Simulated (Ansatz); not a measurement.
**C₂H₄BClO: a ladder of functionals and wavefunction methods**

Aim: compute C₂H₄BClO with functionals from several rungs and with coupled cluster. The yardstick is the atomisation energy at the CCSD(T) limit.

Computed with Ansatz 0.2.0, Gaussian basis. Level: functionals in def2-TZVPP, the program's frozen cores in correlated methods.

Plan: LDA (SPW92), PBE-D4, revPBE-D4, BLYP-D4, r2SCAN-D4, B97M-V, PBE0-D4, B3LYP-D4, r2SCANh-D4, r2SCAN0-D4, HSE06-D4, BHLYP-D4, CAM-B3LYP-D4, LC-ωPBE, ωB97X-V, ωB97M-V, B2PLYP, PBE-QIDH; CCSD(T)/def2-SVP; CCSD(T)/def2-TZVPP; MP2/def2-QZVPP; extrapolation to the limit; RPA on PBE.

### Step 1. The geometry

An earlier PBE0-D4 in a triple-zeta def2 set relaxation fixed the geometry.

SMILES `ClB1CCO1`, 9 atoms, charge 0, spin multiplicity 1.

Atoms are counted from 1 here; the program's logs count them from 0.

Bond lengths: Cl1–B2 1.742 Å, B2–C3 1.572 Å, B2–O5 1.359 Å, C3–C4 1.533 Å, C3–H6 1.089 Å, C3–H7 1.089 Å, C4–O5 1.463 Å, C4–H8 1.091 Å, C4–H9 1.091 Å. Angles: Cl1–B2–C3 137.8°, Cl1–B2–O5 125.5°, C3–B2–O5 96.7°, B2–C3–C4 79.6°, B2–C3–H6 117.2°, B2–C3–H7 117.2°, C4–C3–H6 115.5°, C4–C3–H7 115.5°, H6–C3–H7 109.5°, C3–C4–O5 94.2°, C3–C4–H8 115.9°, C3–C4–H9 115.9°, O5–C4–H8 109.6°, O5–C4–H9 109.6°, H8–C4–H9 110.3°, B2–O5–C4 89.5°.

### Step 2. LDA

This LDA is Slater exchange with PW92 correlation.

File in.yaml:

```yaml
crystal:
  periodic: [false, false, false]
  atoms:
    - {symbol: Cl, position_ang: [-1.627888, 2.139278, 0.909619]}
    - {symbol: B, position_ang: [-0.734123, 0.794070, 0.257241]}
    - {symbol: C, position_ang: [0.659057, 0.101012, 0.483938]}
    - {symbol: C, position_ang: [0.091178, -0.777419, -0.637022]}
    - {symbol: O, position_ang: [-1.163489, -0.031808, -0.733578]}
    - {symbol: H, position_ang: [1.547981, 0.674767, 0.224367]}
    - {symbol: H, position_ang: [0.815455, -0.400651, 1.438208]}
    - {symbol: H, position_ang: [0.618543, -0.731867, -1.590500]}
    - {symbol: H, position_ang: [-0.118314, -1.813682, -0.369472]}
basis:
  gaussian: {orbitals: def2-TZVPP}
hamiltonian: {xc: lda}
output: {orbitals: {seedname: orbitals}}
```

On the command line:

```console
$ ansatz run in.yaml --threads 2 --pin off --events-out ev --progress --plain --max-ram 4352MiB
```

Further steps of the session: PBE-D4 (GGA); revPBE-D4 (GGA); BLYP-D4 (GGA); r2SCAN-D4 (meta-GGA); B97M-V (meta-GGA); B3LYP-D4 (hybrid); r2SCANh-D4 (hybrid); r2SCAN0-D4 (hybrid); HSE06-D4 (hybrid); BHLYP-D4 (hybrid); CAM-B3LYP-D4 (range-separated); LC-ωPBE (range-separated); ωB97X-V (range-separated); ωB97M-V (range-separated); B2PLYP (double hybrid); PBE-QIDH (double hybrid); CCSD(T) in def2-SVP; CCSD(T) in def2-TZVPP; MP2 in def2-QZVPP; RPA on PBE orbitals.

Before running them: what should the planned runs give, taken together? Wanted: atomisation energy, CCSD(T)/CBS; farthest beyond LDA; mean size of error, GGA; mean size of error, meta-GGA; mean size of error, hybrid; mean size of error, range-separated; mean size of error, double hybrid; gap, smallest and largest; T1 diagnostic.

As calculated:

| quantity | value |
| --- | --- |
| atomisation energy, CCSD(T)/CBS | 3726.2 kJ/mol |
| functionals within 18.6 kJ/mol (0.5 %) | BLYP-D4, B3LYP-D4, r2SCAN0-D4 |
| farthest beyond LDA | PBE-D4 (+128.9 kJ/mol) |
| mean size of error, GGA | 51.0 kJ/mol |
| mean size of error, meta-GGA | 41.3 kJ/mol |
| mean size of error, hybrid | 44.0 kJ/mol |
| mean size of error, range-separated | 28.3 kJ/mol |
| mean size of error, double hybrid | 23.4 kJ/mol |
| gap, smallest and largest | 6.09 eV (LDA (SPW92)), 13.80 eV (LC-ωPBE) |
| T1 diagnostic | 0.0129 |
| triples share of the correlation energy | 4.1 % |

What this shows: The LDA atomisation energy is off by 603.5 kJ/mol (16 %): it overbinds. PBE-D4 is off by +128.9 kJ/mol. Double hybrids carry the basis error of their MP2 part in triple zeta, and no dispersion term here, so their miss is partly the set-up's. By mean error the best rung here is double hybrid (23.4 kJ/mol) and the worst beyond LDA is GGA (51.0 kJ/mol). The gap between the best rungs is small, so their order is not settled. The reference freezes the cores and leaves out relativity and excitations past (T), so misses under about 18.6 kJ/mol can't be ranked. Hartree-Fock recovers 74 % of the binding; the rest is correlation. CCSD(T) in def2-SVP is off by -145.8 kJ/mol, so the small basis spoils what the method gains. Orbital gaps span 6.1 to 13.8 eV; exact exchange widens them.
